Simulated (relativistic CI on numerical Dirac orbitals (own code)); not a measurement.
**Kr¹⁶⁺: one ion under different settings**

Aim: see what numerical and physical settings do to the SCF, the total energy and the lowest levels of Kr¹⁶⁺.

The numbers are computed with relativistic CI on numerical Dirac orbitals (own code) version 3 (Dirac-Coulomb-Breit CI, KLI orbitals optimised for each configuration, model QED (radiative potential, 1s self-energy scaled to tabulated hydrogen-like ionisation energies), numerical settings as typed), except any that are marked as measured or tabulated.

### Step 1. What is computed

```
ion            : Kr¹⁶⁺ (Kr XVII)
nuclear charge : 36
electrons      : 20
isotope        : A = 84
```

### Step 2. The usual input

The run's settings:

```ini
atom Kr  Z=36  charge=16  electrons=20
nucleus A=84  rms_radius_fm=4.1884
hamiltonian dirac-coulomb  breit=on  qed=on  c_scale=1
orbitals kli  potential=per-configuration
slater_scale 1
correlation none
mixing on
grid step=0.0125 r_max=6.2
scf mixing=0.4 start=green max_iterations=150 tolerance=2e-08 node_fill=0.05
configurations
  [Ar] 3d2
end
```

Command:

```console
$ python run_levels.py task.json out
```

The settings of every run stand in task.json; they run in order.

### Step 3. Grid step 0.006

The settings differ from step 2 so:

```diff
@@ -7,3 +7,3 @@
 mixing on
-grid step=0.0125 r_max=6.2
+grid step=0.006 r_max=6.2
 scf mixing=0.4 start=green max_iterations=150 tolerance=2e-08 node_fill=0.05
```

### Step 4. Iteration limit 20, grid step 0.006

The settings differ from step 3 so:

```diff
@@ -8,3 +8,3 @@
 grid step=0.006 r_max=6.2
-scf mixing=0.4 start=green max_iterations=150 tolerance=2e-08 node_fill=0.05
+scf mixing=0.4 start=green max_iterations=20 tolerance=2e-08 node_fill=0.05
 configurations
```

### Step 5. QED terms off

The run's settings:

```ini
atom Kr  Z=36  charge=16  electrons=20
nucleus A=84  rms_radius_fm=4.1884
hamiltonian dirac-coulomb  breit=on  qed=off  c_scale=1
orbitals kli  potential=per-configuration
slater_scale 1
correlation none
mixing on
grid step=0.0125 r_max=6.2
scf mixing=0.4 start=green max_iterations=150 tolerance=2e-08 node_fill=0.05
configurations
  [Ar] 3d2
end
```

### Step 6. Start potential thomas-fermi, tolerance 1e-10, node fill 0

The run's settings:

```ini
atom Kr  Z=36  charge=16  electrons=20
nucleus A=84  rms_radius_fm=4.1884
hamiltonian dirac-coulomb  breit=on  qed=on  c_scale=1
orbitals kli  potential=per-configuration
slater_scale 1
correlation none
mixing on
grid step=0.0125 r_max=6.2
scf mixing=0.4 start=thomas-fermi max_iterations=150 tolerance=1e-10 node_fill=0
configurations
  [Ar] 3d2
end
```

### Step 7. Speed-of-light factor 0.4

The run's settings:

```ini
atom Kr  Z=36  charge=16  electrons=20
nucleus A=84  rms_radius_fm=4.1884
hamiltonian dirac-coulomb  breit=on  qed=on  c_scale=0.4
orbitals kli  potential=per-configuration
slater_scale 1
correlation none
mixing on
grid step=0.0125 r_max=6.2
scf mixing=0.4 start=green max_iterations=59 tolerance=2e-08 node_fill=0.05
configurations
  [Ar] 3d2
end
```

(Steps that only read results are left out.)

Q: Predict the outcome of this session. Wanted: lowest level, usual settings; total energy; first excitation.

**Answer**, as computed:

| setting | total energy less usual (Ha) | largest shift of a level among the lowest eight of both runs, same label and place (cm⁻¹) | SCF iterations | time | lowest level | kind of change |
| --- | --- | --- | --- | --- | --- | --- |
| usual | 0 | 0 | 10 | 0.046 s | 3d2 3F2 | - |
| grid step 0.006 | -7.05e-05 | 0 | 10 | 0.093 s | 3d2 3F2 | numerical |
| iteration limit 20, grid step 0.006 | -7.05e-05 | 0 | 10 | 0.093 s | 3d2 3F2 | numerical |
| QED terms off | -0.959 | 83.2 | 10 | 0.028 s | 3d2 3F2 | model term |
| start potential thomas-fermi, tolerance 1e-10, node fill 0 | 0.00194 | 47.0 | 11 | 0.048 s | 3d2 3F2 | numerical |
| speed-of-light factor 0.4 | -240 | 139000 | 10 | 0.047 s | 3d2 3F2 | unsound |

| quantity | value |
| --- | --- |
| lowest level, usual settings | 3d2 3F2 |
| total energy | -2657.3638 Ha |
| first excitation | 10524.5 cm⁻¹ |

In words: Among the runs whose levels can be followed, they move most under «speed-of-light factor 0.4» (unsound), by up to 139000 cm⁻¹. Only the listed configurations are in the model.
